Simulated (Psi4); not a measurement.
# GaPH4 (SMILES [PH2][GaH2]), step by step

Wanted: a structure relaxation (singlet GaPH4, SVWN-RPA/cc-pVTZ), then a single-point energy (doublet [GaPH4]+, USVWN-RPA/cc-pVTZ), then a geometry optimisation (doublet [GaPH4]+, USVWN-RPA/cc-pVTZ), then the energy (singlet GaPH4, SVWN-RPA/cc-pVTZ) of GaH4P. 

The calculation is run with Psi4 1.11.

## 1. The structure to begin with

GaPH4: 6 atoms, total charge 0, spin state singlet. As SMILES, `[PH2][GaH2]`. The shape comes from GFN2-xTB, which is rough for such elements, and wasn't checked as a minimum. The run starts from this shape.

Bond lengths: P1–Ga2 2.331 Å, P1–H3 1.404 Å, P1–H4 1.403 Å, Ga2–H5 1.599 Å, Ga2–H6 1.592 Å. Angles: P1–Ga2–H5 125.6°, P1–Ga2–H6 126.0°, Ga2–P1–H3 89.9°, Ga2–P1–H4 89.8°, H5–Ga2–H6 108.4°, H3–P1–H4 91.5°.

## 2. A geometry optimisation at SVWN-RPA/cc-pVTZ (density fitting) (run 1)

Contents of input.dat:

```
memory 1600 mb

molecule geom {
  P     -0.669110    -1.333910     0.250930
  Ga    -0.065680     0.909150     0.060020
  H      0.593750    -1.624770     0.792310
  H     -0.203860    -1.564710    -1.052890
  H      0.702380     1.562830    -1.180390
  H     -0.357480     2.051420     1.130020
}


e_tot, wfn = optimize("svwn/cc-pVTZ", return_wfn=True)
print_variables()
```

Command:

```sh
$ psi4 input.dat output.dat -n 1
```

output.dat:

```text
[...]
  Running in c1 symmetry.
[...]
  Nuclear repulsion =  155.081785204724724
[...]
  Multiplicity = 1
[...]
  Nalpha       = 25
  Nbeta        = 25
[...]
    Number of basis functions: 133
[...]
   @DF-RKS iter   1: -2263.63714208555803   -1.56548e+00   1.68008e-02 ADIIS/DIIS
[...]
   @DF-RKS iter   6: -2265.35531557810555   -9.09495e-13   4.35832e-09 DIIS
[...]
  @DF-RKS Final Energy: -2265.35531557810555
   => Energetics <=
    Nuclear Repulsion Energy =            157.9056083197606029
    One-Electron Energy =               -3472.4018799874479555
    Two-Electron Energy =                1145.4846579587328961
    DFT Exchange-Correlation Energy =     -96.3437018691511469
    Empirical Dispersion Energy =           0.0000000000000000
    VV10 Nonlocal Energy =                  0.0000000000000000
    Total Energy =                      -2265.3553155781055466
[...]
 Multipole Moments:
 ------------------------------------------------------------------------------------
     Multipole            Electronic (a.u.)      Nuclear  (a.u.)        Total (a.u.)
 ------------------------------------------------------------------------------------
 L = 1.  Multiply by 2.5417464519 to convert [e a0] to [Debye]
 Dipole X            :         -0.2842436            0.5448232            0.2605795
 Dipole Y            :          3.9623128           -3.9772318           -0.0149190
 Dipole Z            :         -0.1552666            0.1711035            0.0158368
 Magnitude           :                                                    0.2614863
[...]
  -Total Gradient:
     Atom            X                  Y                   Z
    ------   -----------------  -----------------  -----------------
       1        0.000067170150     0.000029068632    -0.000016566383
       2       -0.000012700423    -0.000031716842     0.000002441940
       3       -0.000005397316     0.000011539478     0.000001809737
       4       -0.000032045682    -0.000030101417     0.000009424757
       5        0.000006181755     0.000024745036     0.000009546464
       6       -0.000001080448     0.000001306614    -0.000005407702
[...]
```

Standard output:

```text
Optimizer: Optimization complete!
```

It took 4.3 min on 1 thread of Intel Xeon Platinum 8488C (Sapphire Rapids), shared host; peak memory 0.81 GiB.

The path in brief:

| step | energy from the first frame kept (eV) | largest force (eV/Å) |
| --- | --- | --- |
| 0 | 0.0000 | 0.9732 |
| 1 | -0.1007 | 0.3492 |
| 2 | -0.0492 | 0.8744 |
| 3 | -0.1514 | 0.3734 |
| 4 | -0.1816 | 0.6334 |
| 5 | -0.1965 | 0.3857 |
| 6 | -0.2068 | 0.1405 |
| 7 | -0.2102 | 0.0693 |
| 8 | -0.2111 | 0.0403 |
| 9 | -0.2113 | 0.0143 |
| 10 | -0.2113 | 0.0052 |
| 11 | -0.2113 | 0.0039 |

After the run. Bond lengths: P1–Ga2 2.274 Å, P1–H3 1.429 Å, P1–H4 1.429 Å, Ga2–H5 1.559 Å, Ga2–H6 1.559 Å. Angles: P1–Ga2–H5 118.9°, P1–Ga2–H6 118.8°, Ga2–P1–H3 95.0°, Ga2–P1–H4 95.2°, H5–Ga2–H6 122.0°, H3–P1–H4 95.2°.

## 3. The doublet cation: the energy at USVWN-RPA/cc-pVTZ (density fitting) (run 2)

Contents of job.in:

```
memory 1600 MB

molecule {
  1 2
  P     -1.35634337    -2.41668570     0.24931913
  Ga    -0.07705736     1.68581145     0.19007432
  H      0.16759414    -3.11021897     2.36706716
  H      0.41396340    -3.25084294    -1.61020162
  H      0.37106473     3.00060919    -2.40847862
  H      0.04218436     3.17015352     2.73268571
  units bohr
}

set {
  reference uks
}

energy('svwn/cc-pVTZ')
print_variables()
```

Command:

```sh
$ psi4 -i job.in -o job.out -n 1
```

job.out:

```text
[...]
  Running in c1 symmetry.
[...]
  Nuclear repulsion =  157.905586609639073
[...]
  Multiplicity = 2
[...]
  Nalpha       = 25
  Nbeta        = 24
[...]
    Number of basis functions: 133
[...]
   @DF-UKS iter   1: -2263.26011546382915   -1.13805e+00   1.68420e-02 DIIS/ADIIS
[...]
   @DF-UKS iter  13: -2264.98704449688694   -6.40032e-07   7.22904e-07 DIIS
[...]
   @S^2 Observed:                7.520943926E-01
[...]
    Orbital Energies [Eh]
    ---------------------
    Alpha Occupied:
       1A   -370.501605     2A    -76.320217     3A    -45.539418
       4A    -40.439756     5A    -40.437293     6A    -40.435030
       7A     -6.576609     8A     -5.512612     9A     -4.831077
      10A     -4.823951    11A     -4.821861    12A     -3.861291
      13A     -3.854767    14A     -3.847563    15A     -1.014999
      16A     -1.011371    17A     -1.006495    18A     -1.004661
      19A     -1.004009    20A     -0.859912    21A     -0.655980
      22A     -0.615427    23A     -0.551551    24A     -0.517592
      25A     -0.503509
    Alpha Virtual:
[...]
  @DF-UKS Final Energy: -2264.98704449688694
   => Energetics <=
    Nuclear Repulsion Energy =            157.9055866096390730
    One-Electron Energy =               -3460.0045748240713692
    Two-Electron Energy =                1133.1631295945942384
    DFT Exchange-Correlation Energy =     -96.0511858770493347
    Empirical Dispersion Energy =           0.0000000000000000
    VV10 Nonlocal Energy =                  0.0000000000000000
    Total Energy =                      -2264.9870444968869378
[...]
 Multipole Moments:
 ------------------------------------------------------------------------------------
     Multipole            Electronic (a.u.)      Nuclear  (a.u.)        Total (a.u.)
 ------------------------------------------------------------------------------------
 L = 1.  Multiply by 2.5417464519 to convert [e a0] to [Debye]
 Dipole X            :         -0.5437011            0.5448215            0.0011205
 Dipole Y            :          2.9132438           -3.9772321           -1.0639883
 Dipole Z            :         -0.1353117            0.1711011            0.0357894
 Magnitude           :                                                    1.0645906
[...]
```

Wall time 22 s (1 thread of Intel Xeon Platinum 8488C (Sapphire Rapids), shared host); peak memory 0.77 GiB.

## 4. The doublet cation: a structure relaxation at USVWN-RPA/cc-pVTZ (density fitting) (run 3)

Contents of job.in:

```
memory 1.6 GB

molecule geom {
  1 2
  P
  Ga 1 R2
  H 1 R3 2 A3
  H 1 R4 3 A4 2 D4
  H 2 R5 1 A5 4 D5
  H 2 R6 5 A6 1 D6

  R2 = 2.274266
  R3 = 1.428605
  A3 = 95.04912
  R4 = 1.428545
  A4 = 95.20884
  D4 = 95.68417
  R5 = 1.559232
  A5 = 118.90617
  D5 = 45.3264
  R6 = 1.559266
  A6 = 122.00946
  D6 = -173.29216
  units angstrom
  symmetry c1
}

set basis cc-pVTZ
set reference uks

e_tot, wfn = optimize('svwn', return_wfn=True)
```

Command:

```sh
$ psi4 job.in job.out -n 1
```

job.out:

```text
[...]
  Running in c1 symmetry.
[...]
  Nuclear repulsion =  157.905574666419056
[...]
  Multiplicity = 2
[...]
  Nalpha       = 25
  Nbeta        = 24
[...]
    Number of basis functions: 133
[...]
   @DF-UKS iter   1: -2263.26011564691771   -1.13805e+00   1.68420e-02 DIIS/ADIIS
[...]
   @DF-UKS iter   8: -2265.01037263882063   -1.36424e-12   1.44303e-09 DIIS
[...]
   @S^2 Observed:                7.525717598E-01
[...]
  @DF-UKS Final Energy: -2265.01037263882063
   => Energetics <=
    Nuclear Repulsion Energy =            149.5396870827213718
    One-Electron Energy =               -3443.7910983541287351
    Two-Electron Energy =                1125.2834398174613852
    DFT Exchange-Correlation Energy =     -96.0424011848747199
    Empirical Dispersion Energy =           0.0000000000000000
    VV10 Nonlocal Energy =                  0.0000000000000000
    Total Energy =                      -2265.0103726388206269
[...]
 Multipole Moments:
 ------------------------------------------------------------------------------------
     Multipole            Electronic (a.u.)      Nuclear  (a.u.)        Total (a.u.)
 ------------------------------------------------------------------------------------
 L = 1.  Multiply by 2.5417464519 to convert [e a0] to [Debye]
 Dipole X            :          0.0174221           -0.0217568           -0.0043347
 Dipole Y            :          0.0001159           -0.0000787            0.0000373
 Dipole Z            :          4.8727915           -6.0773948           -1.2046033
 Magnitude           :                                                    1.2046111
[...]
  -Total Gradient:
     Atom            X                  Y                   Z
    ------   -----------------  -----------------  -----------------
       1        0.000013908086     0.000001638527     0.000048242781
       2       -0.000000048575    -0.000000094638    -0.000003971678
       3       -0.000006080551    -0.000014708742    -0.000006930069
       4       -0.000005795559     0.000013573177    -0.000005201383
       5       -0.000001778214    -0.000001623211     0.000001218471
       6       -0.000001738314     0.000001209896     0.000002291777
[...]
```

On the terminal:

```text
Optimizer: Optimization complete!
```

Run time: 6.5 min. Hardware: 1 thread of Intel Xeon Platinum 8488C (Sapphire Rapids), shared host; peak memory 0.82 GiB.

Step by step:

| step | energy from the first frame kept (eV) | largest force (eV/Å) |
| --- | --- | --- |
| 0 | 0.0000 | 2.1669 |
| 1 | -0.2734 | 1.3041 |
| 2 | -0.5559 | 0.5855 |
| 3 | -0.5903 | 0.2623 |
| 4 | -0.6054 | 0.2537 |
| 5 | -0.6158 | 0.1847 |
| 6 | -0.6244 | 0.0834 |
| 7 | -0.6290 | 0.0799 |
| 8 | -0.6315 | 0.0740 |
| 9 | -0.6329 | 0.0450 |
| 10 | -0.6338 | 0.0177 |
| 11 | -0.6343 | 0.0111 |
| 12 | -0.6346 | 0.0075 |
| 13 | -0.6347 | 0.0056 |
| 14 | -0.6348 | 0.0042 |
| 15 | -0.6348 | 0.0026 |

After the run. Bond lengths: P1–Ga2 2.422 Å, P1–H3 1.422 Å, P1–H4 1.422 Å, Ga2–H5 1.531 Å, Ga2–H6 1.531 Å. Angles: P1–Ga2–H5 105.3°, P1–Ga2–H6 105.3°, Ga2–P1–H3 127.8°, Ga2–P1–H4 127.8°, H5–Ga2–H6 149.5°, H3–P1–H4 104.5°.

## 5. The energy at SVWN-RPA/cc-pVTZ (density fitting) (run 4)

Contents of job.py:

```python
import psi4

psi4.set_memory(1600000000)
psi4.set_num_threads(1)
psi4.set_output_file('run.log', False)

m = psi4.geometry("""
0 1
P
Ga 1 2.421876
H 1 1.42156 2 127.77618
H 1 1.421558 3 104.45561 2 179.05943
H 2 1.531254 1 105.26939 4 0.58052
H 2 1.53125 5 149.45177 1 -179.98175
units angstrom
""")

result, w = psi4.energy('svwn/cc-pVTZ', return_wfn=True)
print(f'total energy {result:.8f} hartree = {result * 27.211386:.5f} eV')
```

Command:

```sh
$ python job.py
```

run.log:

```text
[...]
  Running in c1 symmetry.
[...]
  Nuclear repulsion =  149.539631996119198
[...]
  Multiplicity = 1
[...]
  Nalpha       = 25
  Nbeta        = 25
[...]
    Number of basis functions: 133
[...]
   @DF-RKS iter   1: -2263.15035743819499   -1.12905e+00   1.79814e-02 ADIIS/DIIS
[...]
   @DF-RKS iter  10: -2265.32861119525705   -2.64367e-08   1.76325e-07 DIIS
[...]
    Orbital Energies [Eh]
    ---------------------
    Doubly Occupied:
       1A   -370.276259     2A    -76.025477     3A    -45.314200
       4A    -40.214002     5A    -40.212104     6A    -40.210257
       7A     -6.284130     8A     -5.286659     9A     -4.534767
      10A     -4.532831    11A     -4.529710    12A     -3.633749
      13A     -3.628337    14A     -3.623664    15A     -0.785886
      16A     -0.782471    17A     -0.781972    18A     -0.779508
      19A     -0.777840    20A     -0.577653    21A     -0.441873
      22A     -0.373538    23A     -0.323254    24A     -0.299521
      25A     -0.205864
[...]
  @DF-RKS Final Energy: -2265.32861119525705
   => Energetics <=
    Nuclear Repulsion Energy =            149.5396319961191978
    One-Electron Energy =               -3455.4052395027570128
    Two-Electron Energy =                1136.8308934025244525
    DFT Exchange-Correlation Energy =     -96.2938970911437195
    Empirical Dispersion Energy =           0.0000000000000000
    VV10 Nonlocal Energy =                  0.0000000000000000
    Total Energy =                      -2265.3286111952570536
[...]
 Multipole Moments:
 ------------------------------------------------------------------------------------
     Multipole            Electronic (a.u.)      Nuclear  (a.u.)        Total (a.u.)
 ------------------------------------------------------------------------------------
 L = 1.  Multiply by 2.5417464519 to convert [e a0] to [Debye]
 Dipole X            :          0.0172780           -0.0217567           -0.0044788
 Dipole Y            :          0.0001413           -0.0000767            0.0000646
 Dipole Z            :          6.4385738           -6.0773970            0.3611768
 Magnitude           :                                                    0.3612045
[...]
```

Standard output:

```text
total energy -2265.32861120 hartree = -61642.73126 eV
```

It took 18 s on 1 thread of Intel Xeon Platinum 8488C (Sapphire Rapids), shared host; peak memory 0.76 GiB.

## 6. Outcome

| quantity | value |
| --- | --- |
| run 1, SVWN-RPA/cc-pVTZ: total energy at the end | -2265.35532 Eh |
| run 1, SVWN-RPA/cc-pVTZ: dipole moment | 0.66 D |
| run 1, SVWN-RPA/cc-pVTZ: HOMO energy | -6.84 eV |
| run 1, SVWN-RPA/cc-pVTZ: LUMO energy | -3.17 eV |
| run 1, SVWN-RPA/cc-pVTZ: HOMO–LUMO gap | 3.68 eV |
| doublet cation, run 2: total energy | -2264.98704 Eh |
| doublet cation, run 2: HOMO energy (highest over α and β) | -13.51 eV |
| doublet cation, run 2: LUMO energy (lowest over α and β) | -13.19 eV |
| doublet cation, run 2: ⟨S²⟩ | 0.752 |
| doublet cation, run 3: total energy at the end | -2265.01037 Eh |
| doublet cation, run 3: HOMO energy (highest over α and β) | -13.02 eV |
| doublet cation, run 3: LUMO energy (lowest over α and β) | -11.77 eV |
| doublet cation, run 3: ⟨S²⟩ | 0.753 |
| run 4, SVWN-RPA/cc-pVTZ: total energy | -2265.32861 Eh |
| run 4, SVWN-RPA/cc-pVTZ: dipole moment | 0.92 D |
| run 4, SVWN-RPA/cc-pVTZ: HOMO energy | -5.60 eV |
| run 4, SVWN-RPA/cc-pVTZ: LUMO energy | -2.98 eV |
| run 4, SVWN-RPA/cc-pVTZ: HOMO–LUMO gap | 2.62 eV |
| adiabatic ionisation energy (to the doublet cation, no zero-point term) | 9.386 eV |

The adiabatic ionisation energy (to the doublet cation, no zero-point term) is 9.39 eV (216 kcal/mol). The optimisation (run 1, SVWN-RPA/cc-pVTZ) took 12 steps and changed the energy by -0.211 eV. The optimisation (doublet cation, run 3) took 16 steps and changed the energy by -0.635 eV.
